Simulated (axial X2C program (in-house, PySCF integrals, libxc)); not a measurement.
# TiC⁻: properties at the nuclei

Aim: properties at the nuclei of TiC⁻, with spin–orbit coupling in the Hamiltonian from the start.

Method: two-component X2C with atomic mean-field terms, Ti dyall-acv3z, C dyall-av3z; program: an in-house X2C program for linear molecules on PySCF integrals.

All values are calculated.

## 1. The job

Contents of task.json:

```json
{"zs": [22, 6], "q": -1, "bas": ["dyall-acv3z", "dyall-av3z"], "r0": 1.84, "levels": ["PBE0", "HF", "LDA", "B3LYP", "BP86"], "nst": 3}
```

Keys: zs atomic numbers; q charge; bas basis sets; r0 starting distance in Å; levels methods (HF also brings MP2); nst determinants followed.

Command:

```sh
> python soeom.py task.json out
```

The runs that follow: Expectation values, lowest determinant; Expectation values, a higher determinant; Expectation values, a higher determinant.

What does the calculation give? Wanted: lowest determinant; Eeff magnitude; Ws magnitude Ti; A∥/gI Ti; qzz Ti; higher determinant (for each run or level that gives them).

As calculated:

```
                                        quantity                                                  value
                              lowest determinant                Ω = 1/2 (excess of +ω over −ω: ω = 1/2)
                    Eeff magnitude (GV/cm), PBE0                                                  0.047
                     Ws magnitude Ti (kHz), PBE0                                                0.00907
                            A∥/gI Ti (MHz), PBE0                                                    381
                             qzz Ti (a.u.), PBE0                                                  -1.59
                              higher determinant  Ω = 1/2 (excess of +ω over −ω: 2 × ω = -1/2, ω = 3/2)
Eeff magnitude (GV/cm), PBE0, higher determinant                                                   0.25
 Ws magnitude Ti (kHz), PBE0, higher determinant                                                  0.169
        A∥/gI Ti (MHz), PBE0, higher determinant                                                   -182
         qzz Ti (a.u.), PBE0, higher determinant                                                  -0.36
                              higher determinant   Ω = 7/2 (excess of +ω over −ω: 2 × ω = 1/2, ω = 5/2)
Eeff magnitude (GV/cm), PBE0, higher determinant                                                  0.249
 Ws magnitude Ti (kHz), PBE0, higher determinant                                                 0.0241
        A∥/gI Ti (MHz), PBE0, higher determinant                                                    196
         qzz Ti (a.u.), PBE0, higher determinant                                                  -0.36
```

In words: In the first state, the effective field runs from 0.047 to 0.799 GV/cm over the mean-field levels, so the levels don't agree on it. The expectation values come from single determinants, which for open shells can mix terms of unlike spin or miss the lowest Ω, so a determinant need not be a state. Eeff is the effective electric field on the electron dipole moment in this Ω state and Ws the scalar–pseudoscalar constant (defined with the proton number Z and per Ω); A∥ is the parallel hyperfine constant, which follows by multiplying with the nuclear g factor gI = μI/(I μN); qzz is the electric field gradient, eQq0 = 234.96 MHz × Q/barn × qzz. The operators were transformed with the bare-nucleus X2C matrices.
